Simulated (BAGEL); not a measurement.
# HF/STO-3G (density fitting with qzvpp-jkfit) run of GeNH3ClF (SMILES [NH2][GeH]([F])[Cl])

What is the vertical singlet–triplet gap of GeNH3ClF at HF/STO-3G (density fitting with qzvpp-jkfit)? 

The results are computed with BAGEL 1.2.2.

## Step 1: The system as given

GeNH3ClF: 7 atoms, total charge 0, spin state singlet. SMILES: `[NH2][GeH]([F])[Cl]`. The shape is that of a PBE0-D4/def2-TZVP optimisation. This is one conformer, not always the lowest.

Bond lengths: N1–Ge2 1.803 Å, Ge2–F3 1.738 Å, Ge2–Cl4 2.129 Å, N1–H5 1.010 Å, N1–H6 1.010 Å, Ge2–H7 1.525 Å. Angles: N1–Ge2–F3 112.3°, N1–Ge2–Cl4 107.1°, F3–Ge2–Cl4 105.2°, N1–Ge2–H7 113.5°, F3–Ge2–H7 106.3°, Cl4–Ge2–H7 112.3°, Ge2–N1–H5 115.0°, Ge2–N1–H6 115.6°, H5–N1–H6 110.1°.

## Step 2: A single-point energy at HF/STO-3G (density fitting with qzvpp-jkfit)

input.json

```json
{ "bagel" : [

{
  "title" : "molecule",
  "basis" : "sto-3g",
  "df_basis" : "qzvpp-jkfit",
  "angstrom" : true,
  "geometry" : [
    { "atom" : "N", "xyz" : [      -0.588700,       1.020200,      -0.150600 ] },
    { "atom" : "Ge", "xyz" : [       0.392900,      -0.492200,      -0.136800 ] },
    { "atom" : "F", "xyz" : [       1.169400,      -0.760300,       1.394300 ] },
    { "atom" : "Cl", "xyz" : [      -0.962200,      -2.118500,      -0.367300 ] },
    { "atom" : "H", "xyz" : [      -1.430800,       0.987400,       0.406400 ] },
    { "atom" : "H", "xyz" : [      -0.080300,       1.872400,       0.039300 ] },
    { "atom" : "H", "xyz" : [       1.499500,      -0.509000,      -1.185400 ] }
  ]
},

{ "title" : "hf" },

{ "title" : "print", "file" : "orbitals.molden", "orbitals" : true }

]}
```

Started as:

```
$ BAGEL_NUM_THREADS=1 BAGEL input.json > input.out
```

Standard output:

```text
* using 1 threads per process

  ===============================================================
  ===============================================================

  *** Geometry ***

  { "atom" : "N", "xyz" : [     -1.112482,      1.927899,     -0.284593 ] },
  { "atom" : "Ge", "xyz" : [      0.742473,     -0.930123,     -0.258515 ] },
  { "atom" : "F", "xyz" : [      2.209846,     -1.436759,      2.634845 ] },
  { "atom" : "Cl", "xyz" : [     -1.818294,     -4.003385,     -0.694096 ] },
  { "atom" : "H", "xyz" : [     -2.703820,      1.865916,      0.767985 ] },
  { "atom" : "H", "xyz" : [     -0.151745,      3.538323,      0.074266 ] },
  { "atom" : "H", "xyz" : [      2.833644,     -0.961871,     -2.240081 ] },

  Number of auxiliary basis functions:      602

  Since a DF basis is specified, we compute 2- and 3-index integrals:
    o Being stored without compression. Storage requirement is 0.008 GB

  Number of basis functions:       40
  Number of electrons      :       68

    * METHOD: MOLECULE                             0.31

  *** RHF ***

  === Nuclear Repulsion ===
   393.2395146927

      * DIIS with orbital gradients will be used.

  === RHF iteration (sto-3g) ===
      0      -2659.86114037          0.01038777           0.06
      1      -2659.94203597          0.00199108           0.06
      2      -2659.94576950          0.00066543           0.06
      3      -2659.94640953          0.00011799           0.06
      4      -2659.94643074          0.00002415           0.05
      5      -2659.94643155          0.00000564           0.05
      6      -2659.94643159          0.00000188           0.06
      7      -2659.94643159          0.00000063           0.05
      8      -2659.94643159          0.00000014           0.06
      9      -2659.94643159          0.00000004           0.06
     10      -2659.94643159          0.00000001           0.06
     11      -2659.94643159          0.00000000           0.06
    * SCF iteration converged.

    * Permanent dipole moment:
           (   -0.578596,    -1.011084,    -0.116941) a.u.

    * METHOD: HF                                   0.86

    * METHOD: PRINT                                0.00

  ===============================================================
```

Run time: 1.5 s. Hardware: 1 thread of Intel Xeon Platinum 8488C (Sapphire Rapids), shared host; peak memory 0.091 GiB.

## Step 3: The triplet at the same level

hf.json

```json
{ "bagel": [

{
  "title": "molecule",
  "basis": "sto-3g",
  "df_basis": "qzvpp-jkfit",
  "angstrom": true,
  "geometry": [
    { "atom": "N", "xyz": [      -0.588700,       1.020200,      -0.150600 ] },
    { "atom": "Ge", "xyz": [       0.392900,      -0.492200,      -0.136800 ] },
    { "atom": "F", "xyz": [       1.169400,      -0.760300,       1.394300 ] },
    { "atom": "Cl", "xyz": [      -0.962200,      -2.118500,      -0.367300 ] },
    { "atom": "H", "xyz": [      -1.430800,       0.987400,       0.406400 ] },
    { "atom": "H", "xyz": [      -0.080300,       1.872400,       0.039300 ] },
    { "atom": "H", "xyz": [       1.499500,      -0.509000,      -1.185400 ] }
  ]
},

{
  "title": "uhf",
  "nopen": 2
},

{
  "title": "print",
  "file": "orbitals.molden",
  "orbitals": true
}

]}
```

Started as:

```
$ BAGEL_NUM_THREADS=1 BAGEL hf.json > hf.out
```

Standard output:

```text
* using 1 threads per process

  ===============================================================
  ===============================================================

  *** Geometry ***

  { "atom" : "N", "xyz" : [     -1.112482,      1.927899,     -0.284593 ] },
  { "atom" : "Ge", "xyz" : [      0.742473,     -0.930123,     -0.258515 ] },
  { "atom" : "F", "xyz" : [      2.209846,     -1.436759,      2.634845 ] },
  { "atom" : "Cl", "xyz" : [     -1.818294,     -4.003385,     -0.694096 ] },
  { "atom" : "H", "xyz" : [     -2.703820,      1.865916,      0.767985 ] },
  { "atom" : "H", "xyz" : [     -0.151745,      3.538323,      0.074266 ] },
  { "atom" : "H", "xyz" : [      2.833644,     -0.961871,     -2.240081 ] },

  Number of auxiliary basis functions:      602

  Since a DF basis is specified, we compute 2- and 3-index integrals:
    o Being stored without compression. Storage requirement is 0.008 GB

  Number of basis functions:       40
  Number of electrons      :       68

    * METHOD: MOLECULE                             0.29

  *** Open-shell HF ***

  === Nuclear Repulsion ===
   393.2395146927

      * DIIS with orbital gradients will be used.

  === UHF iteration (sto-3g) ===
      0      -2659.50342831          0.02148601           0.13
      1      -2659.61654836          0.00938614           0.11
      2      -2659.63617273          0.00280491           0.11
      3      -2659.64075790          0.00120001           0.11
      4      -2659.64396495          0.00061756           0.13
      5      -2659.64553298          0.00034320           0.14
      6      -2659.64612222          0.00021446           0.10
      7      -2659.64647834          0.00012256           0.10
      8      -2659.64659630          0.00006497           0.10
      9      -2659.64661170          0.00004682           0.11
     10      -2659.64661984          0.00003096           0.10
     11      -2659.64662441          0.00001692           0.10
     12      -2659.64662586          0.00000745           0.11
     13      -2659.64662608          0.00000270           0.11
     14      -2659.64662610          0.00000149           0.10
     15      -2659.64662610          0.00000078           0.10
     16      -2659.64662611          0.00000044           0.10
     17      -2659.64662611          0.00000028           0.11
     18      -2659.64662611          0.00000016           0.10
     19      -2659.64662611          0.00000008           0.10
     20      -2659.64662611          0.00000004           0.11
     21      -2659.64662611          0.00000003           0.10
     22      -2659.64662611          0.00000001           0.10
    * SCF iteration converged.

    * S^2 (UHF) is 2.0183

    * Permanent dipole moment:
           (    0.002555,    -2.728226,    -0.066375) a.u.

    * METHOD: UHF                                  2.67

    * METHOD: PRINT                                0.00

  ===============================================================
```

Wall time 3.3 s (1 thread of Intel Xeon Platinum 8488C (Sapphire Rapids), shared host); peak memory 0.091 GiB.

## Step 4: Results

At HF/STO-3G (density fitting with qzvpp-jkfit):

| quantity | value |
| --- | --- |
| singlet: total energy | -2659.94643 Eh |
| singlet: dipole moment | 2.98 D |
| singlet: HOMO energy | -9.33 eV |
| singlet: LUMO energy | 8.70 eV |
| singlet: HOMO–LUMO gap | 18.03 eV |
| triplet: total energy | -2659.64663 Eh |
| triplet: dipole moment | 6.94 D |
| triplet: ⟨S²⟩ | 2.018 |
| vertical energy of the triplet above the singlet | 8.158 eV |

In words: At this shape the triplet lies 8.16 eV (787 kJ/mol) above the singlet. In a minimal basis such a difference can be off by several eV, whatever the method.
